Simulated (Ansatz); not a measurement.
**YSe2: band gap under strain**

How does strain move the band edges of YSe2 in the database structure, and do the functionals agree on it? States: no strain; -1.4 % biaxial strain in x and y, z held; -6.0 % strain along y alone.

The runs shown are made with Ansatz 0.2.0. PAW datasets, plane waves. Calculated at 0 K for a non-magnetic cell.

## Step 1: Starting point

The unstrained cell was relaxed with r2SCAN; in each strained cell the atoms were relaxed again with r2SCAN. Names of k-points are those of the unstrained zone, where strain can split equivalent points. First state: no strain.

The symmetry is Immm (No. 71, orthorhombic); conventional cell a = 4.085 Å, b = 5.680 Å, c = 13.351 Å, 25.82 Å³ an atom. Y has 8 Se at 2.79–3.11 Å; Se has 4 Y at 2.79–2.94 Å; Se has 1 Se at 2.39 Å and 4 Y at 3.11 Å.

As a file:

```xyz
6
Lattice="-2.0425 2.8401 6.6755 2.0425 -2.8401 6.6755 2.0425 2.8401 -6.6755" Properties=species:S:1:pos:R:3 pbc="T T T"
Y     0.0000    0.0000   11.3380
Y     0.0000    0.0000    2.0130
Se    0.0000    2.8401    2.7582
Se    2.0425    0.0000    3.9173
Se    0.0000    1.6456    6.6755
Se    2.0425    1.1945    0.0000
```

## Step 2: No strain: PBE

input.yaml

```yaml
crystal:
  lattice:
    - [-2.0425305596, 2.840085959, 6.6755306718]
    - [2.0425305596, -2.840085959, 6.6755306718]
    - [2.0425305596, 2.840085959, -6.6755306718]
  atoms:
    - { symbol: "Y", position: [0.8492217984, 0.8492217984, 0.0] }
    - { symbol: "Y", position: [0.1507782016, 0.1507782016, 0.0] }
    - { symbol: Se, position: [0.7065929742, 0.2065929742, 0.5] }
    - { symbol: Se, position: [0.2934070258, 0.7934070258, 0.5] }
    - { symbol: Se, position: [0.7897068767, 0.5, 0.2897068767] }
    - { symbol: Se, position: [0.2102931233, 0.5, 0.7102931233] }
kpoints:
  mp_grid: { grid: [8, 8, 8] }
  band_path:
    path:
      - [0.0, 0.0, 0.0]
      - [0.5, 0.5, -0.5]
      - [0.2734048328, 0.7265951672, -0.2734048328]
      - [-0.2734048328, 0.2734048328, 0.2734048328]
      - [0.295251334, -0.295251334, 0.295251334]
      - [0.704748666, 0.295251334, -0.295251334]
      - [0.0, 0.5, 0.0]
      - [0.25, 0.25, 0.25]
      - [0.5, 0.0, 0.0]
      - [0.2362010672, -0.2362010672, 0.2362010672]
      - [0.247396, -0.25, 0.25]
    npoints: 1
hamiltonian:
  xc: pbe
scf:
  occupations: { method: fermi_dirac, width: 0.02 }
  n_extra_bands: 5
output:
  forces: true
  stress: true
  eigenvalues: true
```

Run with:

```console
> ansatz run input.yaml --threads 4 --pin off --max-ram 4608MiB --backend cpu --events-out ev --progress --plain --runs-dir out
```

Further steps of the session: No strain: r2SCAN; No strain: HSE06; -1.4 % biaxial strain in x and y, z held: PBE; -1.4 % biaxial strain in x and y, z held: r2SCAN; -1.4 % biaxial strain in x and y, z held: HSE06; -6.0 % strain along y alone: PBE; -6.0 % strain along y alone: r2SCAN; -6.0 % strain along y alone: HSE06.

Q: Predict the outcome of this session.

The runs gave:

Least gap in eV (negative: overlap), with the change from the unstrained cell in brackets:

```
                                   state  volume change (%)            PBE         r2SCAN         HSE06
                               no strain               +0.0           0.26           0.52          1.04
-1.4 % biaxial strain in x and y, z held               -2.7   0.07 (-0.19)   0.32 (-0.20)  0.83 (-0.21)
             -6.0 % strain along y alone               -6.0  -0.26 (-0.52)  -0.15 (-0.67)  0.27 (-0.77)
```

**Reading.** The largest move of the HSE06 gap in the table is -0.767 eV, under -6.0 % strain along y alone. PBE and HSE06 differ by 0.78 eV on the unstrained gap, and by at most 0.24 eV on its change: PBE follows the response to strain far better than the gap itself. Under -6.0 % strain along y alone PBE gives no gap, or under 0.02 eV, while HSE06 has one.
